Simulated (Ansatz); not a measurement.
**C₃H₅BrO: up Jacob's ladder to CCSD(T)**

How much do the methods differ for C₃H₅BrO? The plan is to run it at one geometry with functionals of several rungs and with coupled cluster, and see how far each lands from CCSD(T) at the basis-set limit for the atomisation energy.

Method: functionals in def2-TZVPP, the program's frozen cores in correlated methods; program: Ansatz 0.2.0, Gaussian basis.

Plan: PBE-D4, r2SCAN-D4, PBE0-D4, B3LYP-D4, ωB97X-V, ωB97M-V, B2PLYP; CCSD(T)/def2-TZVPP; MP2/def2-QZVPP; extrapolation to the limit.

**1. Structure used throughout**

The geometry comes from an earlier relaxation with PBE0-D4 in a triple-zeta def2 set; it is a stationary point, not always the lowest conformer.

SMILES `OC/C=C/Br`, 10 atoms, charge 0, spin multiplicity 1.

Atoms are counted from 1 here; the program's logs count them from 0.

Bond lengths: O1–C2 1.413 Å, O1–H6 0.961 Å, C2–C3 1.494 Å, C2–H7 1.094 Å, C2–H8 1.098 Å, C3–C4 1.322 Å, C3–H9 1.086 Å, C4–Br5 1.879 Å, C4–H10 1.083 Å. Angles: C2–O1–H6 108.0°, O1–C2–C3 112.0°, O1–C2–H7 105.5°, O1–C2–H8 111.7°, C3–C2–H7 109.9°, C3–C2–H8 110.1°, H7–C2–H8 107.4°, C2–C3–C4 122.2°, C2–C3–H9 117.0°, C4–C3–H9 120.8°, C3–C4–Br5 123.7°, C3–C4–H10 123.5°, Br5–C4–H10 112.8°.

**2. PBE-D4 (GGA)**

Contents of in.yaml:

```yaml
crystal:
  periodic: [false, false, false]
  atoms:
    - {symbol: O, position_ang: [0.301573, -1.879228, 0.731940]}
    - {symbol: C, position_ang: [0.769158, -0.755953, 0.014232]}
    - {symbol: C, position_ang: [-0.351961, 0.098559, -0.480558]}
    - {symbol: C, position_ang: [-0.468348, 1.372013, -0.143781]}
    - {symbol: Br, position_ang: [-1.865053, 2.482404, -0.733050]}
    - {symbol: H, position_ang: [-0.245247, -1.562118, 1.456186]}
    - {symbol: H, position_ang: [1.329669, -1.162932, -0.832053]}
    - {symbol: H, position_ang: [1.466828, -0.154331, 0.612179]}
    - {symbol: H, position_ang: [-1.091315, -0.377350, -1.117743]}
    - {symbol: H, position_ang: [0.237796, 1.887737, 0.495449]}
basis:
  gaussian: {orbitals: def2-TZVPP}
hamiltonian: {xc: pbe, dispersion: d4}
output: {forces: true, orbitals: {seedname: orbitals}}
```

Started as:

```
$ ansatz run in.yaml --threads 4 --pin off --events-out ev --progress --plain --max-ram 10444MiB
```

After this run come: r2SCAN-D4 (meta-GGA); PBE0-D4 (hybrid); B3LYP-D4 (hybrid); ωB97X-V (range-separated); ωB97M-V (range-separated); B2PLYP (double hybrid); CCSD(T) in def2-TZVPP; MP2 in def2-QZVPP.

Before running them: what should the planned runs give, taken together? Wanted: atomisation energy, CCSD(T)/CBS; farthest; mean size of error, hybrid; mean size of error, range-separated; gap, smallest and largest; T1 diagnostic; triples share of the correlation energy.

As calculated:

```
                               quantity                                           value
        atomisation energy, CCSD(T)/CBS                                   3874.1 kJ/mol
 functionals within 38.7 kJ/mol (1.0 %)  r2SCAN-D4, PBE0-D4, B3LYP-D4, ωB97X-V, ωB97M-V
                               farthest                          PBE-D4 (+120.3 kJ/mol)
             mean size of error, hybrid                                     19.4 kJ/mol
    mean size of error, range-separated                                      5.5 kJ/mol
              gap, smallest and largest            4.71 eV (PBE-D4), 11.38 eV (ωB97X-V)
                          T1 diagnostic                                          0.0097
triples share of the correlation energy                                           3.9 %
```

**Reading.** PBE-D4 misses by +120.3 kJ/mol. Double hybrids carry the basis error of their MP2 part in triple zeta, and no dispersion term here, so their miss is partly the set-up's. The reference freezes the cores and leaves out relativity and excitations past (T), and its outer-core shells are covered unevenly, so misses under about 38.7 kJ/mol can't be ranked. All levels share the lack of spin-orbit coupling, which lowers the free heavy atoms and so the true binding. Hartree-Fock recovers 71 % of the binding; the rest is correlation. Orbital gaps span 4.7 to 11.4 eV; exact exchange widens them. Correlated methods include outer-core shells of Br, which these sets cover unevenly.
